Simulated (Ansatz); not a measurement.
I need a single point of AgAu, space group R-3m. Use the Ansatz DFT code, driven from Python. Settings: r2SCAN, PAW, the default cutoff (500 eV here), 9×9×9 k-points, Gaussian smearing of 0.02 eV.

```
Ag Au
1.0
     1.45759    0.84154    4.73064
    -1.45759    0.84154    4.73064
     0.00000   -1.68308    4.73064
Ag Au
1 1
Direct
  0.00000 0.00000 0.00000
  0.50000 0.50000 0.50000
```

Script `scf_agau.py`:
```python
from collections import Counter
import json
import warnings

import ansatz
import numpy as np
from pymatgen.core import Structure

SETTINGS = {
    'xc': 'r2scan',
    'k_length': 22,
    'smearing': 'gaussian',
    'width_ev': 0.02,
    'tolerance': 1e-09,
}


def main() -> None:
    warnings.simplefilter('ignore', ansatz.DeckWarning)

    system = (
        ansatz.Lattice.of([1.457588, 0.841539, 4.730641], [-1.457588, 0.841539, 4.730641], [0.0, -1.683077, 4.730641])
        .atom('Ag', [0.0, 0.0, 0.0])
        .atom('Au', [0.5, 0.5, 0.5])
    )

    model = (
        system.calculation()
        .functional(SETTINGS['xc'])
        .accuracy('high')
        .kpoints(length=SETTINGS['k_length'])
        .occupations(SETTINGS['smearing'], width=SETTINGS['width_ev'])
        .eigensolver('auto')
        .scf(tolerance=SETTINGS['tolerance'])
        .stress()
        .density_of_states(energy_step=0.1, nscf_kmesh_spacing=0.16)
        .band_table()
    )
    res = model.run(events_out='events.ndjson')
    rep = res.report
    with open('events.ndjson') as stream:
        kinds = Counter(json.loads(line)['event'] for line in stream)
    print('events:', {kind: kinds[kind] for kind in ('scf_iter', 'scf_done', 'notice', 'finished')})

    n_atoms = len(rep['lattice']['sites'])
    print('F =', round(rep['free_energy_ev'], 4), 'eV for', n_atoms, 'atoms')
    print('E(sigma -> 0) =', round(rep['energy_sigma0_ev'], 4), 'eV, TS =', round(rep['entropy_ts_ev'], 5), 'eV')
    print('closed by', rep['closed_by'], 'after', rep['n_iterations'], 'iterations')

    principal = np.linalg.eigvalsh(np.array(rep['stress_gpa']))
    mises = np.sqrt(0.5 * sum((principal[i] - principal[i - 1]) ** 2 for i in range(3)))
    print('principal stresses (GPa, compression positive):', np.round(principal, 3))
    print(f'mean {principal.mean():.3f} GPa, von Mises {mises:.3f} GPa, PV = {principal.mean() * rep["setup"]["cell_volume_ang3"] / 160.21766:.4f} eV')

    print('pressure by term (GPa)')
    for term, tensor in rep['stress_terms_gpa'].items():
        if np.any(tensor):
            print(f'  {term:28s} {np.trace(np.array(tensor)) / 3:12.3f}')
    print(f'  {"total":28s} {np.trace(np.array(rep["stress_gpa"])) / 3:12.3f}')

    final = Structure(res.lattice.cell_ang, [s.symbol for s in res.lattice.sites], [s.position_frac for s in res.lattice.sites])
    distances = np.array([n.nn_distance for shell in final.get_all_neighbors(6.0) for n in shell])
    values, counts = np.unique(distances.round(2), return_counts=True)
    print('distance (A)  neighbours per atom')
    for value, count in list(zip(values, counts))[:14]:
        print(f'{value:10.2f} {count / len(final):10.2f}')

    dos = res.density_of_states()
    energy = np.asarray(dos.energies_ev) - dos.fermi_ev
    top = min(levels[-1] for levels in rep['eigenvalues_ev']) - dos.fermi_ev  # the computed bands end here
    total = np.asarray(dos.spin_summed_g_bin_mean_per_ev)
    print('E - E_F (eV)   states/eV')
    for e in np.arange(-10, min(6, top), 0.5):
        print(f'{e:8.1f} {np.interp(e, energy, total):12.3f}')


if __name__ == '__main__':
    main()
```

```console
$ python scf_agau.py
events: {'scf_iter': 8, 'scf_done': 1, 'notice': 2, 'finished': 1}
F = -20767.5965 eV for 2 atoms
E(sigma -> 0) = -20767.5965 eV, TS = 0.00015 eV
closed by deck_thresholds after 8 iterations
principal stresses (GPa, compression positive): [-1.129 -1.129  1.545]
mean -0.238 GPa, von Mises 2.674 GPa, PV = -0.0517 eV
pressure by term (GPa)
  kinetic                          3476.963
  hartree                          2697.922
  ewald                           -8886.320
  local_pseudopotential            4459.752
  nonlocal_pseudopotential        -1551.675
  augmentation                      385.895
  nlcc                              -67.085
  xc                               -515.753
  augmentation_tail                  -0.023
  scf_correction                     -0.001
  pulay_correction                    0.087
  total                              -0.238
distance (A)  neighbours per atom
      2.90       6.00
      2.92       6.00
      4.11       6.00
      5.02       6.00
      5.04      12.00
      5.05       6.00
      5.81       6.00
      5.83       6.00
E - E_F (eV)   states/eV
   -10.0        0.000
    -9.5        0.000
    -9.0        0.015
    -8.5        0.135
    -8.0        0.247
    -7.5        0.329
    -7.0        1.201
    -6.5        4.072
    -6.0        4.772
    -5.5        4.549
    -5.0        5.090
    -4.5        4.415
    -4.0        5.274
    -3.5        4.330
    -3.0        4.799
    -2.5        2.458
    -2.0        0.467
    -1.5        0.478
    -1.0        0.482
    -0.5        0.519
     0.0        0.539
     0.5        0.536
     1.0        0.512
     1.5        0.508
     2.0        0.549
     2.5        0.439
     3.0        0.397
     3.5        0.670
     4.0        0.665
     4.5        0.567
     5.0        0.537
     5.5        0.649
```

These settings explore the input space; cutoff and mesh may be short of convergence. The mesh is modest for a metal, so energies can be off by several to tens of meV an atom and pressures by half a GPa or more; differences at equal mesh fare better. Spin-orbit coupling, which matters for elements this heavy, is left out. This cell is a computed structure, which may not be the phase found in nature. The computed bands are complete only to about 7.4 eV above the Fermi level; beyond that the density of states is undercounted. The script silences the warnings on its input, which a real study should read. It ran for 11 s on 1 thread of Intel(R) Xeon(R) 6975P-C (Granite Rapids), on a shared host, peak memory 0.69 GiB.
